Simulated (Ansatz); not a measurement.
Geometry optimisation, Ansatz, DFT PBEsol, scalar-relativistic, plane waves, PAW.

input.yaml

```yaml
crystal:
  lattice:
    - [7.67918, 0.0, 0.0]
    - [3.83959, 6.650365, 0.0]
    - [0.0, 0.0, 18.418765]
  atoms:
    - { symbol: H, position: [0.16666666, 0.16666666, 0.05429246] }
    - { symbol: H, position: [0.66666664, 0.16666666, 0.05429246] }
    - { symbol: H, position: [0.16666666, 0.66666663, 0.05429246] }
    - { symbol: H, position: [0.66666664, 0.66666663, 0.05429246] }
    - { symbol: Si, position: [0.16666666, 0.16666666, 0.13573114] }
    - { symbol: Si, position: [0.66666664, 0.16666666, 0.13573114] }
    - { symbol: Si, position: [0.16666666, 0.66666663, 0.13573114] }
    - { symbol: Si, position: [0.66666664, 0.66666663, 0.13573114] }
    - { symbol: Si, position: [-0.16666666, 0.33333332, 0.17828302] }
    - { symbol: Si, position: [0.33333332, 0.33333332, 0.17828302] }
    - { symbol: Si, position: [-0.16666666, 0.83333329, 0.17828302] }
    - { symbol: Si, position: [0.33333332, 0.83333329, 0.17828302] }
    - { symbol: Si, position: [-0.16666666, 0.33333332, 0.30593864] }
    - { symbol: Si, position: [0.33333332, 0.33333332, 0.30593864] }
    - { symbol: Si, position: [-0.16666666, 0.83333329, 0.30593864] }
    - { symbol: Si, position: [0.33333332, 0.83333329, 0.30593864] }
    - { symbol: Si, position: [0.0, 0.0, 0.34849052] }
    - { symbol: Si, position: [0.49999998, 0.0, 0.34849052] }
    - { symbol: Si, position: [0.0, 0.49999997, 0.34849052] }
    - { symbol: Si, position: [0.49999998, 0.49999997, 0.34849052] }
    - { symbol: B, position: [0.05555555, 0.55555553, 0.44893156] }
    - { symbol: H, position: [0.16666666, 0.16666666, 0.33165986] }
    - { symbol: H, position: [0.1389839, 0.37675484, 0.46948126] }
    - { symbol: H, position: [0.15093174, 0.63897985, 0.46948126] }
basis:
  ecutwfc: 420.0
kpoints:
  mp_grid: { grid: [2, 2, 1] }
hamiltonian:
  xc: pbesol
  pseudopotentials: { kind: paw, azcp: { folder: soft_1 } }
scf:
  occupations: { method: gaussian, width: 0.05 }
  lower_state_search: "off"
relax:
  f_tol: 0.03
  max_steps: 60
  adjacent_minimum: "off"
  constraints: [{ sites: [0, 1, 2, 3, 4, 5, 6, 7] }]
```

Launched with:

```bash
$ ansatz run input.yaml --threads 1 --pin off --max-ram 3072MiB --backend cpu --events-out ev --progress --plain --runs-dir out
```

Task: Where does it end, and by what steps?

Result: It converged. Limits of this set-up: coarse k mesh, thin slab, slab without dipole correction, PAW files made for another functional. After 24 steps the energy has fallen by 3.478 eV; H22 moved furthest, 3.07 Å. Joined: Si14–B21 (3.28 → 2.18 Å), Si18–H22 (2.24 → 1.53 Å).

```
step  energy less start (eV)  largest force component (eV/Å)  accepted
   0                  0.0000                           2.423       yes
   1                 -0.7391                           1.349       yes
   2                 -1.1881                           0.652       yes
   3                 -1.4851                           0.577       yes
   4                 -1.6590                           0.261       yes
   5                 -1.7790                           0.394       yes
   6                 -1.9069                           0.499       yes
   7                 -2.0310                           0.372       yes
   8                 -2.1003                           0.348       yes
   9                 -2.1274                           0.478       yes
  10                 -2.1805                           0.271       yes
  11                 -2.3053                           0.414       yes
  12                 -2.4278                           0.421       yes
  13                 -2.5359                           0.369       yes
  14                 -2.6502                           0.451       yes
  15                 -2.7894                           0.584       yes
  16                 -2.9541                           0.677       yes
  17                 -3.1350                           0.671       yes
  18                 -3.3243                           0.380       yes
  19                 -3.4395                           0.189       yes
  20                 -3.4537                           0.267       yes
  21                 -3.4592                           0.243       yes
  22                 -3.4765                           0.050       yes
  23                 -3.4774                           0.042       yes
  24                 -3.4783                           0.022       yes
```

```xyz
24
Lattice="7.6792 0.0000 0.0000 3.8396 6.6504 0.0000 0.0000 0.0000 18.4188" Properties=species:S:1:pos:R:3
H 1.920 1.108 1.000
H 5.759 1.108 1.000
H 3.840 4.434 1.000
H 7.679 4.434 1.000
Si 1.920 1.108 2.500
Si 5.759 1.108 2.500
Si 3.840 4.434 2.500
Si 7.679 4.434 2.500
Si -0.008 2.221 3.282
Si 3.828 2.248 3.227
Si 1.948 5.531 3.243
Si 5.741 5.524 3.255
Si 0.186 1.981 5.686
Si 3.945 2.160 5.587
Si 2.178 5.524 5.576
Si 5.635 5.551 5.626
Si 0.046 -0.094 6.861
Si 3.910 -0.138 5.564
Si 1.942 3.375 6.405
Si 5.936 3.269 5.827
B 3.455 2.965 7.557
H 3.864 -0.065 4.035
H 3.606 1.960 8.204
H 4.099 3.980 7.791
```

Time of the run: 4 min on 1 thread of Arm Neoverse V2 (shared host), peak memory 0.91 GiB.
